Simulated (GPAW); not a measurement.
The system is BiTe.

```
CELL_PARAMETERS angstrom
2.42271 1.39875 3.31729
-2.42271 1.39875 3.31729
0.00000 -2.79750 3.31729
ATOMIC_POSITIONS crystal
Bi 0.50000 0.50000 0.50000
Te 0.00000 0.00000 0.00000
```

The cell comes from a database or a generator and needn't be the stable form of this composition.

Base run:

```yaml
Program: GPAW 26.7.0
Functional: RPBE
Potentials_or_basis: the program's PAW data sets (release 1.2.1) made for this functional
Cutoff: 500 eV
Basis: pw
k_mesh: 6 × 6 × 6
Occupations: fermi-dirac, width 0.05 eV
Spin: no spin polarisation
```

Its results: band gap on the k mesh none (metal or under the smearing width); pressure 1.0 GPa.

Q: The run is repeated on the same cell with these changes: functional from RPBE to r2SCAN; potentials or basis from the program's PAW data sets (release 1.2.1) made for this functional to GPAW PAW data sets (gpaw-data 1.2.1). What comes out?

A: Band gap on the k mesh none (metal or under the smearing width); pressure -1.0 GPa.

Caveats: the cutoff is short for stress and forces, so pressures can be off by a GPa or more; spin-orbit coupling is left out, which moves the levels of the heavy elements; the PAW data sets were made with another functional, which shifts forces and pressure a little (some runs).
